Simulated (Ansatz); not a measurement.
# C₅H₅Li: up Jacob's ladder to CCSD(T)

Aim: compute C₅H₅Li with functionals from several rungs and with coupled cluster. The yardstick is the atomisation energy at the CCSD(T) limit.

Program: Ansatz 0.2.0, Gaussian basis. Level of theory: functionals in def2-TZVPP, the program's frozen cores in correlated methods. These are calculated values, not measurements.

Plan: LDA (SPW92), PBE-D4, revPBE-D4, BLYP-D4, r2SCAN-D4, B97M-V, PBE0-D4, B3LYP-D4, r2SCANh-D4, r2SCAN0-D4, HSE06-D4, BHLYP-D4, CAM-B3LYP-D4, LC-ωPBE, ωB97X-V, ωB97M-V, B2PLYP, PBE-QIDH; CCSD(T)/def2-SVP; CCSD(T)/def2-TZVPP; CCSD(T)/def2-QZVPP; extrapolation to the limit; RPA on PBE.

2 further runs of the same task are left out: 2 that didn't finish.

**1. The geometry**

The geometry comes from an earlier relaxation with PBE0-D4 in a triple-zeta def2 set; it is a stationary point, not always the lowest conformer.

SMILES `[C@H]12[C@@H]3[C@@H]4[C@@H]5[C@H]1[Li]2345`, 11 atoms, charge 0, spin multiplicity 1.

Atoms are counted from 1 here; the program's logs count them from 0.

Bond lengths: C1–C2 1.412 Å, C1–C5 1.412 Å, C1–Li6 2.087 Å, C1–H7 1.081 Å, C2–C3 1.412 Å, C2–Li6 2.087 Å, C2–H8 1.081 Å, C3–C4 1.412 Å, C3–Li6 2.087 Å, C3–H9 1.081 Å, C4–C5 1.412 Å, C4–Li6 2.087 Å, C4–H10 1.081 Å, C5–Li6 2.087 Å, C5–H11 1.081 Å. Angles: C2–C1–C5 108.0°, C2–C1–Li6 70.2°, C2–C1–H7 126.0°, C5–C1–Li6 70.2°, C5–C1–H7 126.0°, Li6–C1–H7 126.2°, C1–C2–C3 108.0°, C1–C2–Li6 70.2°, C1–C2–H8 126.0°, C3–C2–Li6 70.2°, C3–C2–H8 126.0°, Li6–C2–H8 126.2°, C2–C3–C4 108.0°, C2–C3–Li6 70.2°, C2–C3–H9 126.0°, C4–C3–Li6 70.2°, C4–C3–H9 126.0°, Li6–C3–H9 126.2° and more.

**2. LDA**

This LDA is Slater exchange with PW92 correlation.

The input, in.yaml:

```yaml
crystal:
  periodic: [false, false, false]
  atoms:
    - {symbol: C, position_ang: [-0.803631, -0.824679, -0.372559]}
    - {symbol: C, position_ang: [-0.293022, -0.705204, 0.938771]}
    - {symbol: C, position_ang: [0.456328, 0.489788, 1.008193]}
    - {symbol: C, position_ang: [0.408929, 1.108955, -0.260301]}
    - {symbol: C, position_ang: [-0.369674, 0.296484, -1.113543]}
    - {symbol: Li, position_ang: [1.282052, -0.779008, -0.427747]}
    - {symbol: H, position_ang: [-1.434657, -1.622745, -0.738583]}
    - {symbol: H, position_ang: [-0.464526, -1.395786, 1.752934]}
    - {symbol: H, position_ang: [0.959004, 0.874362, 1.884874]}
    - {symbol: H, position_ang: [0.869099, 2.050790, -0.525438]}
    - {symbol: H, position_ang: [-0.609882, 0.507044, -2.146613]}
basis:
  gaussian: {orbitals: def2-TZVPP}
hamiltonian: {xc: lda}
output: {orbitals: {seedname: orbitals}}
```

The run is started by

```
$ ansatz run in.yaml --threads 2 --pin off --events-out ev --progress --plain --max-ram 32768MiB --backend cpu
```

Further steps of the session: PBE-D4 (GGA); revPBE-D4 (GGA); BLYP-D4 (GGA); r2SCAN-D4 (meta-GGA); B97M-V (meta-GGA); PBE0-D4 (hybrid); B3LYP-D4 (hybrid); r2SCANh-D4 (hybrid); r2SCAN0-D4 (hybrid); HSE06-D4 (hybrid); BHLYP-D4 (hybrid); CAM-B3LYP-D4 (range-separated); LC-ωPBE (range-separated); ωB97X-V (range-separated); ωB97M-V (range-separated); B2PLYP (double hybrid); PBE-QIDH (double hybrid); CCSD(T) in def2-SVP; CCSD(T) in def2-TZVPP; CCSD(T) in def2-QZVPP; RPA on PBE orbitals.

Before running them: what should the planned runs give, taken together? Wanted: atomisation energy, CCSD(T)/CBS; farthest beyond LDA; mean size of error, GGA; mean size of error, meta-GGA; mean size of error, hybrid; mean size of error, range-separated; mean size of error, double hybrid; gap, smallest and largest; T1 diagnostic.

The runs gave:

```
                               quantity                                                         value
        atomisation energy, CCSD(T)/CBS                                                     51.042 eV
    functionals within 0.255 eV (0.5 %)  BLYP-D4, B97M-V, B3LYP-D4, r2SCANh-D4, CAM-B3LYP-D4, ωB97X-V
                    farthest beyond LDA                                            PBE-D4 (+1.717 eV)
                mean size of error, GGA                                                      0.723 eV
           mean size of error, meta-GGA                                                      0.309 eV
             mean size of error, hybrid                                                      0.606 eV
    mean size of error, range-separated                                                      0.206 eV
      mean size of error, double hybrid                                                      0.364 eV
              gap, smallest and largest                          3.64 eV (BLYP-D4), 9.14 eV (LC-ωPBE)
                          T1 diagnostic                                                        0.0092
triples share of the correlation energy                                                         4.8 %
```

LDA overbinds by 7.814 eV (15 %). PBE-D4 misses by +1.717 eV. Double hybrids carry the basis error of their MP2 part in triple zeta, and no dispersion term here, so their miss is partly the set-up's. By mean error the best rung here is range-separated (0.206 eV) and the worst beyond LDA is GGA (0.723 eV). The gap between the best rungs is small, so their order is not settled. Misses under about 0.255 eV are within the doubt on the reference itself, which lacks core-valence correlation, relativity and higher excitations. Hartree-Fock recovers 74 % of the binding; the rest is correlation. CCSD(T) in def2-SVP is off by -1.973 eV, so the small basis spoils what the method gains. Orbital gaps span 3.6 to 9.1 eV; exact exchange widens them. Correlated methods include outer-core shells of Li, which these sets cover unevenly.
